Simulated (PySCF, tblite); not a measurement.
# C₆H₉BrF₂Si: geometry, infrared bands and NMR shifts

Wanted: the infrared bands and NMR shifts of C₆H₉BrF₂Si (`F[C@@H]1C=C[SiH2]C[C@@H](F)[C@@H]1Br`), by calculation.

The runs use tblite 0.8.0 and PySCF 2.14.0, with density-fitted response routines of our own; the level of theory stands in each step. All values are computed, except where a source is named. Atoms count from 0, in the outputs and in this text.

**1. The starting structure**

19 atoms, charge 0, multiplicity 1; geometry from: force field or distance geometry start.

Bonds of the start (Å): F0–C1 1.38, C1–C2 1.49, C2–C3 1.34, C3–Si4 1.85, Si4–C5 1.87, C5–C6 1.53, C6–F7 1.40, C6–C8 1.50, C8–Br9 1.92, C8–C1 1.50, C1–H10 1.12, C2–H11 1.07, C3–H12 1.08, Si4–H13 1.46, Si4–H14 1.47, C5–H15 1.11, C5–H16 1.11, C6–H17 1.10, C8–H18 1.12.

**2. Optimising the geometry with GFN2-xTB**

The job: settings as JSON, then the geometry in Å.

```
{"job": {"kind": "relax", "xc": "GFN2-xTB", "basis": "xTB"}, "charge": 0, "multiplicity": 1}
F      2.537400     1.628400     0.494600
C      1.453900     0.781800     0.572300
C      1.730000    -0.457800    -0.214600
C      0.896300    -1.420500    -0.621700
Si    -0.915000    -1.660100    -0.327100
C     -1.758400     0.013500    -0.332900
C     -0.970400     0.848500     0.679300
F     -0.501500    -0.067900     1.635000
C      0.237700     1.509000     0.080200
Br     0.247500     1.472800    -1.838300
H      1.312600     0.502100     1.646800
H      2.740800    -0.612800    -0.545400
H      1.360500    -2.212400    -1.183000
H     -1.098100    -2.212400     1.011700
H     -1.518100    -2.585600    -1.293800
H     -2.824300    -0.076900    -0.050500
H     -1.603000     0.430300    -1.349900
H     -1.611300     1.548100     1.226800
H      0.273500     2.581200     0.403200
```

The run is started by

```bash
$ OMP_NUM_THREADS=1 python probes_run.py task.json out
```

This one command runs all jobs of the session in turn.

What it wrote:

```text
step      E/eV     max force
  0    -888.48211    1.662
  1    -888.66705    1.318
  2    -888.82544    1.174
  3    -888.94232    0.894
  4    -889.02807    0.532
  5    -889.06167    0.492
  6    -889.08885    0.458
  7    -889.11381    0.457
  8    -889.14196    0.405
  9    -889.17670    0.447
 10    -889.21445    0.563
 11    -889.24625    0.426
 12    -889.26927    0.361
 13    -889.28911    0.352
 14    -889.30731    0.318
 15    -889.32138    0.254
 16    -889.33245    0.220
 17    -889.34237    0.249
 18    -889.35104    0.260
 19    -889.35729    0.184
 20    -889.36165    0.149
 21    -889.36545    0.170
 22    -889.36933    0.170
 23    -889.37289    0.140
 24    -889.37569    0.124
 25    -889.37791    0.105
 26    -889.37996    0.099
 27    -889.38206    0.103
 28    -889.38439    0.113
 29    -889.38703    0.143
 30    -889.38987    0.156
 31    -889.39268    0.124
 32    -889.39535    0.097
 33    -889.39796    0.119
 34    -889.40082    0.130
 35    -889.40391    0.132
 36    -889.40694    0.130
 37    -889.41016    0.149
 38    -889.41434    0.188
 39    -889.41893    0.142
 40    -889.42216    0.132
 41    -889.42569    0.134
 42    -889.43021    0.227
 43    -889.43588    0.323
 44    -889.44220    0.324
 45    -889.44763    0.189
 46    -889.45240    0.141
 47    -889.45492    0.136
 48    -889.45880    0.175
 49    -889.46088    0.101
 50    -889.46227    0.083
 51    -889.46353    0.089
 52    -889.46544    0.132
 53    -889.46725    0.107
 54    -889.46862    0.090
 55    -889.46958    0.080
 56    -889.47058    0.091
 57    -889.47183    0.090
 58    -889.47313    0.094
 59    -889.47422    0.084
 60    -889.47518    0.088
 61    -889.47647    0.126
 62    -889.47832    0.119
 63    -889.48044    0.124
 64    -889.48214    0.089
 65    -889.48334    0.088
 66    -889.48437    0.088
 67    -889.48558    0.088
 68    -889.48695    0.088
 69    -889.48835    0.076
 70    -889.48961    0.083
 71    -889.49062    0.060
 72    -889.49138    0.068
 73    -889.49206    0.071
 74    -889.49281    0.074
 75    -889.49375    0.073
 76    -889.49479    0.074
 77    -889.49570    0.071
 78    -889.49638    0.061
 79    -889.49702    0.061
 80    -889.49774    0.060
 81    -889.49850    0.068
 82    -889.49921    0.068
 83    -889.49984    0.054
 84    -889.50045    0.060
 85    -889.50111    0.052
 86    -889.50177    0.053
 87    -889.50231    0.046
 88    -889.50270    0.041
 89    -889.50298    0.038
 90    -889.50321    0.029
 91    -889.50339    0.022
 92    -889.50350    0.020
 93    -889.50357    0.021
 94    -889.50364    0.019
 95    -889.50371    0.015
 96    -889.50374    0.010
 97    -889.50376    0.007
```

Run time: 4.7 s. Hardware: 1 thread of AMD EPYC, shared host; peak memory 0.18 GiB.

Relaxation path: (not every step is listed)

```
step  energy from step 0 (eV)  largest force (eV/Å)
   0                   0.0000                1.6621
   1                  -0.1849                1.3182
   2                  -0.3433                1.1744
   3                  -0.4602                0.8939
   4                  -0.5460                0.5323
   5                  -0.5796                0.4920
   6                  -0.6067                0.4575
   7                  -0.6317                0.4567
   8                  -0.6599                0.4052
  16                  -0.8503                0.2197
  24                  -0.8936                0.1242
  32                  -0.9132                0.0974
  40                  -0.9400                0.1318
  48                  -0.9767                0.1748
  56                  -0.9885                0.0912
  64                  -1.0000                0.0894
  72                  -1.0093                0.0679
  80                  -1.0156                0.0597
  88                  -1.0206                0.0410
  92                  -1.0214                0.0203
  93                  -1.0215                0.0212
  94                  -1.0215                0.0189
  95                  -1.0216                0.0151
  96                  -1.0216                0.0102
  97                  -1.0217                0.0070
```

Distances of close pairs at the start and the end, largest changes first:

```
  bond  before (Å)  after (Å)  change (Å)
Si4–C5       1.874      1.912      +0.038
C3–Si4       1.851      1.885      +0.034
 C1–C8       1.500      1.533      +0.033
C8–Br9       1.919      1.951      +0.032
 C6–C8       1.502      1.533      +0.031
C8–H18       1.120      1.095      -0.025
C5–H16       1.110      1.090      -0.020
C1–H10       1.119      1.100      -0.019
```

The final coordinates are the input of the step that follows.

**3. Infrared spectrum with GFN2-xTB**

The job: settings as JSON, then the geometry in Å.

```
{"job": {"kind": "ir", "xc": "GFN2-xTB", "basis": "xTB"}, "charge": 0, "multiplicity": 1}
F      2.532185     1.196886     0.929736
C      1.401568     0.483828     0.580370
C      1.761302    -0.500766    -0.490674
C      0.965601    -1.496962    -0.851527
Si    -0.742155    -1.763681    -0.100047
C     -1.681544    -0.108354    -0.279366
C     -1.121176     1.054633     0.521739
F     -1.152801     0.734910     1.869876
C      0.312547     1.495889     0.207877
Br     0.405970     2.029282    -1.666472
H      1.082541    -0.030283     1.499060
H      2.727676    -0.322343    -0.944136
H      1.305927    -2.155682    -1.637258
H     -0.645632    -2.126397     1.316362
H     -1.470011    -2.766119    -0.878371
H     -2.713117    -0.246691     0.047884
H     -1.724962     0.189154    -1.326949
H     -1.775214     1.934139     0.417130
H      0.521491     2.407808     0.777306
```

What it wrote:

```text
mode    cm-1     km/mol
  1      57.3      0.94
  2      91.6      2.81
  3     132.5      1.59
  4     145.1      3.32
  5     162.0      4.00
  6     236.8      2.58
  7     266.0      1.20
  8     293.4     13.99
  9     331.9      3.48
 10     352.9     14.88
 11     427.5     16.54
 12     456.0     52.02
 13     506.4     11.81
 14     559.6      2.58
 15     596.7     16.07
 16     624.8     11.41
 17     662.7     73.54
 18     682.3      0.68
 19     723.3     20.37
 20     752.2     36.67
 21     757.8     51.85
 22     765.7    267.28
 23     805.6    225.80
 24     896.9      1.77
 25     930.5      0.39
 26     965.6     27.03
 27     990.2     83.07
 28    1025.8     65.30
 29    1079.8      6.46
 30    1121.4     10.06
 31    1176.0      1.46
 32    1180.7      2.01
 33    1201.5      2.17
 34    1223.6     28.78
 35    1257.6     33.63
 36    1274.7     13.18
 37    1290.7      5.32
 38    1302.6      2.73
 39    1327.9      7.29
 40    1335.7      3.31
 41    1460.0      8.00
 42    1678.2     19.10
 43    2254.6    254.02
 44    2275.4    300.64
 45    2879.6     38.06
 46    2891.7     13.03
 47    2943.1      5.60
 48    2988.7     27.20
 49    3003.9     12.68
 50    3056.6      9.23
 51    3073.4     15.40
```

Wall time 3.9 s (1 thread of AMD EPYC, shared host); peak memory 0.18 GiB.

The strongest bands and the atoms that carry them (share of the mass-weighted mode):

```
cm⁻¹  km/mol                                  atoms
 456    52.0           H14 32 %, H13 23 %, Si4 13 %
 663    73.5                     H14 38 %, H13 34 %
 766   267.3           H14 36 %, H13 35 %, Si4 12 %
 806   225.8  C5 20 %, Si4 17 %, H15 16 %, H16 11 %
 990    83.1             C6 33 %, F7 15 %, H15 11 %
1026    65.3                       C1 52 %, F0 25 %
2255   254.0                               H13 97 %
2275   300.6                               H14 97 %
```

**4. Shielding tensors: PBE0/pcSseg-1**

The job, as its differences from that of step 3:

```diff
@@ -1,2 +1,2 @@
-{"job": {"kind": "ir", "xc": "GFN2-xTB", "basis": "xTB"}, "charge": 0, "multiplicity": 1}
+{"job": {"kind": "nmr", "xc": "PBE0", "basis": "pcSseg-1"}, "charge": 0, "multiplicity": 1}
 F      2.532185     1.196886     0.929736
```

With the program's defaults for keys left out, this is: GIAO PBE0/pcSseg-1 NMR shielding, non-relativistic, gas phase.

What it wrote:

```text
coarse grid: 77672 points
cycle   1  E = -3296.0483218649  dE =  4.373e-02  |g| = 9.793e-01  |ddm| = 4.074e+00
cycle   2  E = -3295.9666007891  dE =  8.172e-02  |g| = 1.076e+00  |ddm| = 1.345e+00
cycle   3  E = -3296.1396938579  dE = -1.731e-01  |g| = 2.519e-01  |ddm| = 9.921e-01
cycle   4  E = -3296.1493742744  dE = -9.680e-03  |g| = 7.838e-02  |ddm| = 2.343e-01
cycle   5  E = -3296.1506382961  dE = -1.264e-03  |g| = 1.961e-02  |ddm| = 8.663e-02
cycle   6  E = -3296.1507210766  dE = -8.278e-05  |g| = 6.166e-03  |ddm| = 2.067e-02
cycle   7  E = -3296.1507297655  dE = -8.689e-06  |g| = 1.430e-03  |ddm| = 6.793e-03
final grid: 163808 points
cycle   8  E = -3296.1507280995  dE =  5.076e-07  |g| = 2.126e-03  |ddm| = 4.361e-03
cycle   9  E = -3296.1507263276  dE =  1.772e-06  |g| = 3.430e-03  |ddm| = 5.236e-03
cycle  10  E = -3296.1507292197  dE = -2.892e-06  |g| = 2.629e-04  |ddm| = 3.178e-03
cycle  11  E = -3296.1507292341  dE = -1.448e-08  |g| = 5.032e-05  |ddm| = 2.541e-04
cycle  12  E = -3296.1507292347  dE = -5.130e-10  |g| = 1.247e-05  |ddm| = 5.026e-05
converged SCF energy = -3296.1507292347

GIAO shielding tensors (ppm)
atom      isotropic    diamagn.    paramagn.     s11        s22        s33       span
  0 F      376.676     472.347     -95.672    298.479    397.252    434.295    135.816
  1 C       93.397     245.391    -151.994     64.529     77.056    138.605     74.076
  2 C       22.458     252.262    -229.804   -100.923     33.560    134.738    235.661
  3 C       57.999     260.177    -202.178    -56.670     46.288    184.380    241.050
  4 Si     409.337     879.213    -469.876    374.915    417.442    435.655     60.741
  5 C      172.441     252.272     -79.832    159.153    177.016    181.153     22.000
  6 C       91.146     241.381    -150.235     54.172     76.262    143.004     88.831
  7 F      362.151     476.004    -113.853    335.234    364.178    387.042     51.808
  8 C      118.818     247.773    -128.954     91.733    125.405    139.316     47.582
  9 Br    2265.633    3123.099    -857.466   1932.474   1975.540   2888.885    956.411
 10 H       25.587      29.928      -4.341     21.931     26.326     28.505      6.573
 11 H       24.476      30.216      -5.740     21.297     25.574     26.558      5.261
 12 H       25.285      29.011      -3.726     23.419     25.454     26.983      3.564
 13 H       26.997      28.206      -1.209     24.083     25.123     31.785      7.702
 14 H       27.547      28.220      -0.673     23.720     25.128     33.793     10.073
 15 H       30.594      29.146       1.448     25.808     28.031     37.943     12.134
 16 H       29.908      30.260      -0.351     23.967     31.608     34.150     10.183
 17 H       26.238      29.232      -2.994     23.027     26.192     29.495      6.468
 18 H       26.953      30.715      -3.762     22.876     25.713     32.270      9.394
```

Run time: 3 min. Hardware: 1 thread of AMD EPYC, shared host; peak memory 1.2 GiB.

The references, computed at this level on geometries of the same kind, shield at (ppm): 1H TMS 31.72, 13C TMS 186.9, 29Si TMS 349.2, 19F CFCl3 170.9, 79Br HBr 2622. Their shielding less the atom's gives the shift. The references are single molecules in the gas phase, so shifts against H2O, NH3, PH3, H3PO4 or CFCl3 are not on the usual liquid scales and can be off by tens of ppm.

```
atoms                                                environment  σ (ppm)  δ (ppm)  δ scaled to CDCl3
   C2                                                  alkene CH     22.5    164.5              158.6
   C3                                                  alkene CH     58.0    128.9              123.9
   C6                                         sp3 CH bonded to F     91.1     95.8               91.6
   C1                                 allylic sp3 CH bonded to F     93.4     93.5               89.4
   C8                                        sp3 CH bonded to Br    118.8     68.1               49.7
   C5                                       sp3 CH2 bonded to Si    172.4     14.5               12.2
  H11                                   hydrogen on an alkene CH    24.48     7.24               6.93
  H12                                   hydrogen on an alkene CH    25.29     6.43               6.17
  H10                  hydrogen on an allylic sp3 CH bonded to F    25.59     6.13               5.88
  H17                          hydrogen on an sp3 CH bonded to F    26.24     5.48               5.27
  H18                         hydrogen on an sp3 CH bonded to Br    26.95     4.76               4.60
  H13  hydrogen on a silicon bonded to 2 C, in a 7-membered ring    27.00     4.72                  –
  H14  hydrogen on a silicon bonded to 2 C, in a 7-membered ring    27.55     4.17                  –
  H16                        hydrogen on an sp3 CH2 bonded to Si    29.91     1.81               1.81
  H15                        hydrogen on an sp3 CH2 bonded to Si    30.59     1.12               1.16
   F7                                  fluorine on an sp3 carbon    362.2   -191.2                  –
   F0                                  fluorine on an sp3 carbon    376.7   -205.7                  –
  Si4           silicon bonded to 2 C, 2 H, in a 7-membered ring    409.3    -60.2                  –
  Br9                                        bromine bonded to C     2266      356                  –
```

The scaled column applies a straight-line fit of computed shieldings to shifts measured in CDCl3, with any fitted terms for Cl, Br or S neighbours, and one for carbons that bear F (root-mean-square error 0.16 ppm for H, 1.9 ppm for C).

Charges from the same density, by scheme (e):

```
atoms  Mulliken    IAO  Hirshfeld  ESP fit
   F0     -0.33  -0.32      -0.11    -0.27
   C1      0.25   0.16       0.05     0.54
   C2     -0.12  -0.13      -0.05    -0.40
   C3     -0.38  -0.44      -0.15    -0.27
  Si4      0.68   0.74       0.34     0.46
   C5     -0.50  -0.56      -0.18    -0.34
   C6      0.21   0.18       0.06     0.29
   F7     -0.33  -0.33      -0.10    -0.22
   C8     -0.27  -0.17      -0.02    -0.72
  Br9     -0.11  -0.06      -0.01     0.01
```

Mayer bond orders: F0–C1 0.84, C1–C2 1.02, C2–C3 1.89, C3–Si4 0.88, Si4–C5 0.88, C5–C6 1.03, C6–F7 0.86, C6–C8 0.96, C8–Br9 1.03, C8–C1 0.93.

Ring of atoms C1, C2, C3, Si4, C5, C6, C8: NICS(0) -1.7, NICS(1) -2.4, NICS(1)zz 3.0 ppm (means of both faces).

**5. Outcome**

| quantity | value |
| --- | --- |
| strongest single infrared mode (GFN2-xTB) | 2275 cm⁻¹, 301 km/mol |
| zero-point energy (GFN2-xTB) | 83.6 kcal/mol |
| 13C shifts against TMS (PBE0/pcSseg-1) | 164.5, 128.9, 95.8, 93.5, 68.1, 14.5 ppm |
| 1H shifts against TMS (PBE0/pcSseg-1) | 7.24, 6.43, 6.13, 5.48, 4.76, 4.72, 4.17, 1.81, 1.12 ppm |
| 19F shifts against CFCl3 (PBE0/pcSseg-1) | -191.2, -205.7 ppm |
| 29Si shifts against TMS (PBE0/pcSseg-1) | -60.2 ppm |
| 79Br shifts against HBr (PBE0/pcSseg-1) | 356 ppm |

What this shows: Over 97 steps the energy fell by 1.022 eV; of the close pairs, Si4–C5 changed most, 1.874 to 1.912 Å. No mode is imaginary among the 51: a minimum at this level. The strongest single mode, at 2275 cm⁻¹, moves mainly H14. GFN2-xTB is a fitted tight-binding method: band positions and strengths are rough. Its intensities can rank the bands wrongly. C8 stands next to heavy halogen, whose spin-orbit shielding this run leaves out, so the computed shift lies too far downfield, most of all for carbon beside Br or I. At PBE0/pcSseg-1: The widest tensor belongs to Br9: span 956 ppm, with a paramagnetic part of -857 ppm. Spin-orbit coupling is left out, which matters for shieldings and couplings at and beside the heavy atoms.
